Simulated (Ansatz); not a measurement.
# SnClF (SMILES [F][Sn][Cl]): a rigid scan of the angle F1–Sn2–Cl3

The task here is to estimate one member of a computed series from the others.

The runs use Ansatz 0.2.0, Gaussian basis; single points in def2-TZVPP.

Levels: PBE-D4, r2SCAN-D4, PBE0-D4, B3LYP-D4, wB97M-V, Hartree-Fock, MP2, CCSD, CCSD(T). The scan takes 66.9, 74.4, 81.9, 89.4, 96.9, 104.4, 111.9, 119.4, 126.9°.

Cores are frozen in the correlated methods. Filled d shells of the heavier atoms are correlated. Core potentials replace the inner electrons past krypton, and spin-orbit coupling is left out. B3LYP uses VWN-RPA correlation.

27 further runs of the same task are left out: 27 set aside as unsound or not needed.

## Where the work starts

SMILES `[F][Sn][Cl]`, 3 atoms, charge 0, spin multiplicity 1.

Atoms are counted from 1 here; the program's logs count them from 0.

Bond lengths: F1–Sn2 1.903 Å, Sn2–Cl3 2.334 Å. Angles: F1–Sn2–Cl3 107.3°.

As a file:

```
F    -1.4524    0.3214   -0.7683
Sn    0.1371    0.7949    0.1642
Cl    1.3044   -1.1811    0.5909
```

Set-up of the first run:

File pre/in.yaml:

```yaml
crystal:
  periodic: [false, false, false]
  atoms:
    - {symbol: F, position_ang: [-1.452400, 0.321400, -0.768300]}
    - {symbol: Sn, position_ang: [0.137100, 0.794900, 0.164200]}
    - {symbol: Cl, position_ang: [1.304400, -1.181100, 0.590900]}
basis:
  gaussian: {orbitals: def2-SVP}
hamiltonian: {xc: pbe, dispersion: d4}
relax: {f_tol: 0.03, max_steps: 250}
```

No record of the launch command was kept for these runs.

Among the steps run: A first relaxation in a small basis; Finding the minimum; Reference energies at the minimum; F1–Sn2–Cl3 = 66.9°; F1–Sn2–Cl3 = 74.4°; F1–Sn2–Cl3 = 81.9°; F1–Sn2–Cl3 = 89.4°; F1–Sn2–Cl3 = 96.9°; F1–Sn2–Cl3 = 104.4°; F1–Sn2–Cl3 = 111.9°; F1–Sn2–Cl3 = 119.4°; F1–Sn2–Cl3 = 126.9°.

One table of the session follows, with a row left open; its other results are not shown here.

Energies less that of the minimum at the same level (kcal/mol):

| angle (°) | PBE-D4 | PBE0-D4 | B3LYP-D4 | wB97M-V | Hartree-Fock |
| --- | --- | --- | --- | --- | --- |
| 66.9 | 22.5 | 22.7 | 23.2 | 22.5 | 25.5 |
| 74.4 | 10.5 | 10.5 | 10.8 | 10.2 | 11.6 |
| 81.9 | 4.1 | 4.0 | 4.2 | 3.8 | 4.2 |
| 89.4 | 1.0 | 0.9 | 1.0 | 0.8 | 0.8 |
| 96.9 | 0.0 | 0.0 | 0.0 | 0.0 | 0.0 |
| 96.9 (minimum) | 0.0 | 0.0 | 0.0 | 0.0 | 0.0 |
| 104.4 | 0.6 | 0.7 | 0.7 | 0.9 | 1.1 |
| 111.9 | 2.4 | 2.8 | 2.7 | 3.1 | 3.8 |
| 119.4 | ? | ? | ? | ? | ? |
| 126.9 | 8.7 | 9.8 | 9.5 | 10.4 | 12.7 |

Q: Estimate the row for angle (°) = 119.4 from the others.

Worked estimate for «PBE-D4». A straight line through the neighbours (111.9, 2.4) and (126.9, 8.7) gives 2.4 + (8.7 − 2.4) × (119.4 − 111.9) / (126.9 − 111.9) = 5.5; a parabola fitted to 3 rows on both sides gives 5.1.

**Answer.** PBE-D4: 5.2; PBE0-D4: 5.9; B3LYP-D4: 5.7; wB97M-V: 6.3; Hartree-Fock: 7.8. In «PBE-D4» the line misses by +0.3 and the parabola by -0.1.

To keep in mind: A polynomial through the near points puts the CCSD(T) minimum 0.2° below the PBE0-D4 value.
